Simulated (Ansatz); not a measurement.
**Si (Fd-3m): an equation of state far from equilibrium**

An exercise on one series of results from a longer session: the logs are not shown, and one member is left open.

The COD entry's cell or inner coordinates are ideal or old and differ from later refinements, so a difference from it is no clean test against experiment.

Method: DFT r²SCAN, scalar-relativistic, plane waves, PAW, in Ansatz 0.2.0.

**The structure to begin with**

The structure is cubic, space group Fd-3m (No. 227). The conventional cell has a = 5.444 Å, b = 5.444 Å, c = 5.444 Å, α = 90.00°, β = 90.00°, γ = 90.00°. Si (site symmetry -43m) has 4 Si at 2.36 Å as nearest neighbours.

As a file:

```xyz
2
Lattice="0.0000 2.7221 2.7221 2.7221 0.0000 2.7221 2.7221 2.7221 0.0000" Properties=species:S:1:pos:R:3 pbc="T T T"
Si    4.0832    4.0832    4.0832
Si    2.7221    2.7221    2.7221
```

This cell comes from an earlier session at r²SCAN: 20.171 Å³/atom at 0.00 GPa, on a 14×14×14 mesh.

The first run:

File input.yaml:

```yaml
crystal:
  lattice:
    - [0.0, 2.6853321327, 2.6853321327]
    - [2.6853321327, 0.0, 2.6853321327]
    - [2.6853321327, 2.6853321327, 0.0]
  atoms:
    - { symbol: Si, position: [0.75, 0.75, 0.75] }
    - { symbol: Si, position: [0.5, 0.5, 0.5] }
basis:
  ecutwfc: 500
  ecutrho_ratio: 4
kpoints:
  mp_grid: { grid: [14, 14, 14] }
hamiltonian:
  xc: r2scan
scf:
  occupations: { method: gaussian, width: 0.05 }
output:
  forces: true
  stress: true
  eigenvalues: true
```

On the command line:

```
> ansatz run input.yaml --threads 1 --pin off --max-ram 2560MiB --backend cpu --events-out ev --progress --plain --runs-dir out
```

Among the steps run: Volume × 0.96; Volume × 1.04; Volume × 0.92; Volume × 0.88; Volume × 0.84; Volume × 0.8; Volume × 0.76; Volume × 0.72; Volume × 0.68; Volume × 0.64.

One table of the session follows, with a row left open; its other results are not shown here.

| volume (Å³/atom) | energy above the lowest (meV/atom) | pressure (GPa) | gap on the mesh (eV) |
| --- | --- | --- | --- |
| 12.909 | 1644.2 | 103.9 | 0.00 |
| 13.716 | 1182.5 | 80.3 | 0.00 |
| 14.523 | 827.0 | 61.5 | 0.00 |
| 15.330 | ? | ? | ? |
| 16.137 | 355.8 | 34.1 | 0.29 |
| 16.943 | 210.1 | 24.2 | 0.41 |
| 17.750 | 109.3 | 16.1 | 0.52 |
| 18.557 | 45.1 | 9.6 | 0.61 |
| 19.364 | 10.5 | 4.3 | 0.70 |
| 20.171 | 0.0 | 0.0 | 0.77 |
| 20.978 | 9.1 | -3.5 | 0.84 |

**Question.** Estimate the row for volume (Å³/atom) = 15.330.

Worked estimate for «energy above the lowest (meV/atom)». A straight line through the neighbours (14.523, 827.0) and (16.137, 355.8) gives 827.0 + (355.8 − 827.0) × (15.330 − 14.523) / (16.137 − 14.523) = 591.4; a parabola fitted to 4 rows on both sides gives 556.5.

As computed: energy above the lowest (meV/atom): 557.0; pressure (GPa): 46.3; gap on the mesh (eV): 0.15. In «energy above the lowest (meV/atom)» the line misses by +34.4 and the parabola by -0.5.

Limits of these values: The k mesh is not the same at all volumes. Other structures may be lower in enthalpy at these pressures.
